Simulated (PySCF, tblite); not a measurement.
**C₂H₁₂N₂OSi₃: geometry, infrared bands and NMR shifts**

Wanted: the infrared bands and NMR shifts of C₂H₁₂N₂OSi₃ (`CC(=O)N[Si@@H](N)[SiH2][SiH3]`), by calculation.

Computed with tblite 0.8.0 and PySCF 2.14.0, with density-fitted response routines of our own, on a single molecule in the gas phase. Atoms count from 0, in the outputs and in this text.

**1. The molecule as given**

20 atoms, charge 0, multiplicity 1; geometry from: force field or distance geometry start.

Bonds of the start (Å): C0–C1 1.50, C1–O2 1.24, C1–N3 1.41, N3–Si4 1.75, Si4–N5 1.80, Si4–Si6 2.16, Si6–Si7 2.20, C0–H8 1.11, C0–H9 1.10, C0–H10 1.12, N3–H11 1.05, Si4–H12 1.49, N5–H13 1.05, N5–H14 1.06, Si6–H15 1.50, Si6–H16 1.49, Si7–H17 1.45, Si7–H18 1.50, Si7–H19 1.49.

**2. Geometry optimisation with GFN2-xTB**

What the job is given:

```
{"job": {"kind": "relax", "xc": "GFN2-xTB", "basis": "xTB"}, "charge": 0, "multiplicity": 1}
C      2.618600     1.806000     0.167100
C      1.483700     0.826000     0.178200
O      0.789100     0.691100     1.194300
N      1.238700     0.032600    -0.965000
Si    -0.016800    -1.181600    -1.125200
N      0.658200    -2.764200    -0.584800
Si    -1.926200    -0.897000    -0.160100
Si    -2.604800     1.163500     0.202400
H      2.529900     2.479300    -0.706500
H      2.653800     2.379800     1.104200
H      3.539800     1.178400     0.069200
H      1.890400     0.190500    -1.778500
H     -0.233400    -1.361600    -2.585400
H     -0.132800    -3.440300    -0.694100
H      0.796400    -2.688100     0.466900
H     -1.939400    -1.692200     1.110800
H     -2.970600    -1.554200    -0.993100
H     -2.680300     2.010300    -0.970000
H     -3.947100     1.064200     0.861300
H     -1.752400     1.768000     1.263400
```

Run with:

```sh
$ OMP_NUM_THREADS=1 python probes_run.py task.json out
```

This one command runs all jobs of the session in turn.

**Question.** This job is followed by: GFN2-xTB harmonic vibrations, gas phase; GIAO PBE0/pcSseg-1 NMR shielding, non-relativistic, gas phase. What will the session give for the following? strongest single infrared mode (GFN2-xTB); zero-point energy (GFN2-xTB); 13C shifts against TMS (PBE0/pcSseg-1); 1H shifts against TMS (PBE0/pcSseg-1, means over atoms taken as alike); 17O shifts against H2O (PBE0/pcSseg-1); 15N shifts against NH3 (PBE0/pcSseg-1); 29Si shifts against TMS (PBE0/pcSseg-1); surface potential, 1st and 99th percentile.

The runs gave:

| quantity | value |
| --- | --- |
| strongest single infrared mode (GFN2-xTB) | 2179 cm⁻¹, 488 km/mol |
| zero-point energy (GFN2-xTB) | 86.2 kcal/mol |
| 13C shifts against TMS (PBE0/pcSseg-1) | 178.8, 26.0 ppm |
| 1H shifts against TMS (PBE0/pcSseg-1, means over atoms taken as alike) | 5.38, 4.94, 3.78, 3.38, 3.33, 1.96, 0.05 ppm |
| 17O shifts against H2O (PBE0/pcSseg-1) | 420.7 ppm |
| 15N shifts against NH3 (PBE0/pcSseg-1) | 140.8, 21.3 ppm |
| 29Si shifts against TMS (PBE0/pcSseg-1) | -19.1, -117.2, -135.9 ppm |
| surface potential, 1st and 99th percentile | -1.52 V and 1.84 V |

What this shows: The optimisation took 219 steps and gained 1.116 eV; among the close pairs (by a distance rule), Si4–Si6 changed most, from 2.158 to 2.310 Å. No mode is imaginary among the 54: a minimum at this level. The strongest single mode, at 2179 cm⁻¹, moves mainly H18. Unscaled tight-binding wavenumbers are off by several per cent, some by more. Its intensities can rank the bands wrongly. C1 (amide carbonyl carbon) lies farthest downfield among carbon, at 178.8 ppm; it is a carbonyl in resonance with an O or N lone pair, the region of acids, esters and amides. At PBE0/pcSseg-1: The largest span, 639 ppm, is at O2, where the paramagnetic term is -494 ppm.
